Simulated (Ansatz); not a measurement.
**C₂H₈NO₂Y: how energies converge with the basis set**

An exercise on one series of results from a longer session: the logs are not shown, and one member is left open.

The runs use Ansatz 0.2.0, Gaussian basis; one geometry, several basis sets.

Levels to be run: PBE0-D4/def2-SVP; ωB97M-V/def2-SVP; PBE0-D4/def2-QZVPP; ωB97M-V/def2-QZVPP; the functionals' def2-TZVPP values are taken from earlier runs.

## Structure used throughout

An earlier PBE0-D4 in a triple-zeta def2 set relaxation fixed the geometry. Y takes the def2 core potential; no spin-orbit term is included.

SMILES `C[O][Y]([NH2])[O]C`, 14 atoms, charge 0, spin multiplicity 1.

Atoms are counted from 1 here; the program's logs count them from 0.

Bond lengths: C1–O2 1.384 Å, C1–H7 1.098 Å, C1–H8 1.098 Å, C1–H9 1.099 Å, O2–Y3 2.031 Å, Y3–N4 2.155 Å, Y3–O5 2.031 Å, N4–H10 1.013 Å, N4–H11 1.013 Å, O5–C6 1.384 Å, C6–H12 1.098 Å, C6–H13 1.098 Å, C6–H14 1.099 Å. Angles: O2–C1–H7 111.4°, O2–C1–H8 111.3°, O2–C1–H9 111.7°, H7–C1–H8 107.3°, H7–C1–H9 107.5°, H8–C1–H9 107.4°, C1–O2–Y3 175.2°, O2–Y3–N4 117.0°, O2–Y3–O5 125.8°, N4–Y3–O5 117.1°, Y3–N4–H10 127.0°, Y3–N4–H11 127.0°, H10–N4–H11 106.1°, Y3–O5–C6 176.2°, O5–C6–H12 111.5°, O5–C6–H13 111.4°, O5–C6–H14 111.5°, H12–C6–H13 107.4° and more.

Set-up of the first run:

in.yaml reads:

```yaml
crystal:
  periodic: [false, false, false]
  atoms:
    - {symbol: C, position_ang: [-2.751607, 1.546383, -0.221622]}
    - {symbol: O, position_ang: [-1.725760, 0.632045, -0.053818]}
    - {symbol: Y, position_ang: [-0.111568, -0.582754, 0.155273]}
    - {symbol: N, position_ang: [-0.493517, -2.637111, 0.680857]}
    - {symbol: O, position_ang: [1.828391, -0.036149, -0.094897]}
    - {symbol: C, position_ang: [3.121014, 0.420918, -0.286206]}
    - {symbol: H, position_ang: [-3.464885, 1.504908, 0.612618]}
    - {symbol: H, position_ang: [-3.315905, 1.349275, -1.143120]}
    - {symbol: H, position_ang: [-2.373115, 2.576163, -0.281637]}
    - {symbol: H, position_ang: [-1.396972, -3.067751, 0.838335]}
    - {symbol: H, position_ang: [0.194004, -3.367938, 0.821390]}
    - {symbol: H, position_ang: [3.299028, 0.696775, -1.334491]}
    - {symbol: H, position_ang: [3.861618, -0.344522, -0.017553]}
    - {symbol: H, position_ang: [3.329275, 1.309757, 0.324882]}
basis:
  gaussian: {orbitals: def2-SVP}
hamiltonian: {xc: pbe0, dispersion: d4}
output: {orbitals: {seedname: orbitals}}
```

The run is started by

```console
> ansatz run in.yaml --threads 4 --pin off --events-out ev --progress --plain --max-ram 11315MiB
```

Among the steps run: PBE0-D4 in def2-SVP; ωB97M-V in def2-SVP; PBE0-D4 in def2-QZVPP; ωB97M-V in def2-QZVPP.

One of the session's tables, all rows but one given; the rest of the session is left out.

It belongs to the step «Density functionals: the series». 

| functional | basis | HOMO (eV) | LUMO (eV) |
| --- | --- | --- | --- |
| PBE0-D4 | def2-SVP | -6.29 | -1.23 |
| PBE0-D4 | def2-TZVPP | ? | ? |
| PBE0-D4 | def2-QZVPP | -6.52 | -1.33 |
| ωB97M-V | def2-SVP | -8.64 | 0.04 |
| ωB97M-V | def2-TZVPP | -8.85 | -0.11 |
| ωB97M-V | def2-QZVPP | -8.89 | -0.22 |

Estimate the missing values for PBE0-D4, def2-TZVPP.

As computed: HOMO (eV): -6.49; LUMO (eV): -1.32. In the column «HOMO (eV)» it lies between PBE0-D4, def2-QZVPP (-6.52) and PBE0-D4, def2-SVP (-6.29).
